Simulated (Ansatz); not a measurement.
# Si17H24 off sphere (Si₁₇H₂₄): the relaxed shape and its frontier levels

Aim: characterise Si17H24 off sphere (Si₁₇H₂₄) as a singlet: its structure, frontier levels and distribution of charge.

Program: Ansatz 0.2.0, Gaussian basis. Level of theory: RKS PBE0-D4/def2-TZVP. These are calculated values, not measurements.

The runs, in order: relaxation at PBE-D4/def2-SVP; a single point at PBE0-D4/def2-TZVP.

**1. The starting structure**

41 atoms, charge 0, spin multiplicity 1.

Atoms are counted from 1 here; the program's logs count them from 0.

Bond lengths: Si1–Si9 2.320 Å, Si1–Si12 2.317 Å, Si1–H18 1.470 Å, Si1–H19 1.472 Å, Si2–Si11 2.330 Å, Si2–Si13 2.333 Å, Si2–H20 1.470 Å, Si2–H21 1.468 Å, Si3–Si10 2.338 Å, Si3–Si14 2.337 Å, Si3–Si15 2.338 Å, Si3–H22 1.476 Å, Si4–Si11 2.357 Å, Si4–Si14 2.334 Å, Si4–Si16 2.357 Å, Si4–H23 1.476 Å, Si5–Si9 2.342 Å, Si5–Si10 2.353 Å and more. Angles: Si9–Si1–Si12 113.5°, Si9–Si1–H18 112.3°, Si9–Si1–H19 107.6°, Si12–Si1–H18 111.6°, Si12–Si1–H19 107.9°, H18–Si1–H19 103.3°, Si11–Si2–Si13 109.4°, Si11–Si2–H20 110.0°, Si11–Si2–H21 112.4°, Si13–Si2–H20 109.5°, Si13–Si2–H21 112.2°, H20–Si2–H21 103.3°, Si10–Si3–Si14 109.1°, Si10–Si3–Si15 108.9°, Si10–Si3–H22 109.9°, Si14–Si3–Si15 110.1°, Si14–Si3–H22 109.5°, Si15–Si3–H22 109.3° and more.

The start is a GFN2-xTB geometry.

**2. Optimising with PBE-D4/def2-SVP**

in.yaml reads:

```yaml
crystal:
  periodic: [false, false, false]
  atoms:
    - {symbol: Si, position_ang: [-1.871370, -2.788040, 3.041690]}
    - {symbol: Si, position_ang: [1.262960, -2.872820, -0.119460]}
    - {symbol: Si, position_ang: [-1.621200, 2.569530, -2.711200]}
    - {symbol: Si, position_ang: [1.073580, -0.092550, -2.727350]}
    - {symbol: Si, position_ang: [-1.658530, -0.240770, 0.010350]}
    - {symbol: Si, position_ang: [1.070330, -0.306940, 2.747850]}
    - {symbol: Si, position_ang: [1.049630, 2.544190, -0.012710]}
    - {symbol: Si, position_ang: [3.843350, -0.140940, 0.048980]}
    - {symbol: Si, position_ang: [-2.985050, -1.563420, 1.416000]}
    - {symbol: Si, position_ang: [-2.934260, 1.184280, -1.360630]}
    - {symbol: Si, position_ang: [-0.189510, -1.525170, -1.346280]}
    - {symbol: Si, position_ang: [-0.272540, -1.562330, 4.186810]}
    - {symbol: Si, position_ang: [2.498110, -1.543940, 1.347600]}
    - {symbol: Si, position_ang: [-0.274450, 1.243410, -4.085140]}
    - {symbol: Si, position_ang: [-0.290670, 3.920730, -1.343990]}
    - {symbol: Si, position_ang: [2.463990, 1.171440, -1.303710]}
    - {symbol: Si, position_ang: [-0.204110, 1.090980, 1.347380]}
    - {symbol: H, position_ang: [-2.797220, -3.464540, 3.961770]}
    - {symbol: H, position_ang: [-1.187990, -3.903580, 2.367490]}
    - {symbol: H, position_ang: [2.176750, -3.581640, -1.026820]}
    - {symbol: H, position_ang: [0.564880, -3.962030, 0.573750]}
    - {symbol: H, position_ang: [-2.487770, 3.423930, -3.546260]}
    - {symbol: H, position_ang: [1.949410, -0.928850, -3.571400]}
    - {symbol: H, position_ang: [1.943980, 0.569580, 3.556160]}
    - {symbol: H, position_ang: [1.899770, 3.369220, 0.867660]}
    - {symbol: H, position_ang: [4.797010, -0.914110, -0.760420]}
    - {symbol: H, position_ang: [4.717350, 0.692590, 0.885480]}
    - {symbol: H, position_ang: [-3.861630, -2.410100, 0.592480]}
    - {symbol: H, position_ang: [-3.924730, -0.650990, 2.090390]}
    - {symbol: H, position_ang: [-3.866330, 0.390200, -2.173150]}
    - {symbol: H, position_ang: [-3.824430, 1.983800, -0.507010]}
    - {symbol: H, position_ang: [-1.044820, -2.358820, -2.211470]}
    - {symbol: H, position_ang: [0.539070, -2.409860, 5.072680]}
    - {symbol: H, position_ang: [-0.959290, -0.662220, 5.127470]}
    - {symbol: H, position_ang: [3.340050, -2.404340, 2.199880]}
    - {symbol: H, position_ang: [-1.087610, 0.432050, -5.002280]}
    - {symbol: H, position_ang: [0.526910, 2.066730, -5.001020]}
    - {symbol: H, position_ang: [0.532890, 4.836640, -2.146870]}
    - {symbol: H, position_ang: [-1.104880, 4.837020, -0.532600]}
    - {symbol: H, position_ang: [3.283590, 2.053030, -2.156430]}
    - {symbol: H, position_ang: [-1.085220, 1.908610, 2.204360]}
basis:
  gaussian: {orbitals: def2-SVP, fitting: {mean_field: def2-universal-jkfit}}
hamiltonian: {xc: pbe, dispersion: d4}
scf: {lower_state_search: "off"}
output: {orbitals: {seedname: orbitals}}
relax: {f_tol: 0.03, max_steps: 70}
```

Launch:

```
$ ansatz run in.yaml --threads 2 --pin off --events-out ev --progress --plain --max-ram 32768MiB --backend cuda --devices 0, --max-vram 18GiB
```

The runs that follow: Single point, PBE0-D4/def2-TZVP.

**Question.** What will the summary of the whole plan be? Wanted: point group; commonest bond, hydrogen aside; HOMO, LUMO at PBE0-D4/def2-TZVP; dipole at PBE-D4/def2-SVP.

**Answer**, as computed:

```
                       quantity                             value
                    point group                                C1
 commonest bond, hydrogen aside  Si–Si, 22 of mean length 2.354 Å
HOMO, LUMO at PBE0-D4/def2-TZVP                   -7.11, -1.44 eV
      dipole at PBE-D4/def2-SVP                            0.06 D
```

What this shows: The molecule keeps its bonding pattern by the stored test; the atoms moved 0.08 Å (rms). No usable vibrations, so a minimum isn't proven. Whether this spin is the lowest isn't tested here. The point group is read from a loosely relaxed geometry; soft torsions can leave it below the true symmetry.
